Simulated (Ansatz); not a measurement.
# BClFHSe: how energies converge with the basis set

One table from this session's results is given with a row withheld; the runs are named, their logs left out.

Program: Ansatz 0.2.0, Gaussian basis. Level of theory: one geometry, several basis sets. These are calculated values, not measurements.

The runs, in order: PBE0-D4/def2-SVP; ωB97M-V/def2-SVP; PBE0-D4/def2-QZVPP; ωB97M-V/def2-QZVPP; the functionals' def2-TZVPP values are taken from earlier runs.

## Structure used throughout

An earlier PBE0-D4 in a triple-zeta def2 set relaxation fixed the geometry.

SMILES `FB(Cl)[SeH]`, 5 atoms, charge 0, spin multiplicity 1.

Atoms are counted from 1 here; the program's logs count them from 0.

Bond lengths: F1–B2 1.317 Å, B2–Cl3 1.748 Å, B2–Se4 1.936 Å, Se4–H5 1.466 Å. Angles: F1–B2–Cl3 118.6°, F1–B2–Se4 117.5°, Cl3–B2–Se4 123.8°, B2–Se4–H5 94.2°.

The first run:

Input file in.yaml:

```yaml
crystal:
  periodic: [false, false, false]
  atoms:
    - {symbol: F, position_ang: [1.396999, -1.264024, 0.026148]}
    - {symbol: B, position_ang: [0.331554, -0.495674, 0.122004]}
    - {symbol: Cl, position_ang: [-0.976214, -1.003127, 1.165483]}
    - {symbol: Se, position_ang: [0.312479, 1.141045, -0.912451]}
    - {symbol: H, position_ang: [-1.014918, 1.548082, -0.442583]}
basis:
  gaussian: {orbitals: def2-SVP}
hamiltonian: {xc: pbe0, dispersion: d4}
output: {orbitals: {seedname: orbitals}}
```

Launch:

```console
$ ansatz run in.yaml --threads 2 --pin off --events-out ev --progress --plain --max-ram 32768MiB --backend cpu
```

Steps of the session up to this table: PBE0-D4 in def2-SVP; ωB97M-V in def2-SVP; PBE0-D4 in def2-QZVPP; ωB97M-V in def2-QZVPP.

One of the session's tables, all rows but one given; the rest of the session is left out.

It belongs to the step «Density functionals: the series». 

| functional | basis | HOMO (eV) |
| --- | --- | --- |
| PBE0-D4 | def2-SVP | -7.73 |
| PBE0-D4 | def2-TZVPP | ? |
| PBE0-D4 | def2-QZVPP | -7.87 |
| ωB97M-V | def2-SVP | -9.83 |
| ωB97M-V | def2-TZVPP | -9.97 |
| ωB97M-V | def2-QZVPP | -10.00 |

**Question.** Estimate the row for PBE0-D4, def2-TZVPP.

**Answer.** HOMO (eV): -7.85. In the column «HOMO (eV)» it lies between PBE0-D4, def2-QZVPP (-7.87) and PBE0-D4, def2-SVP (-7.73).
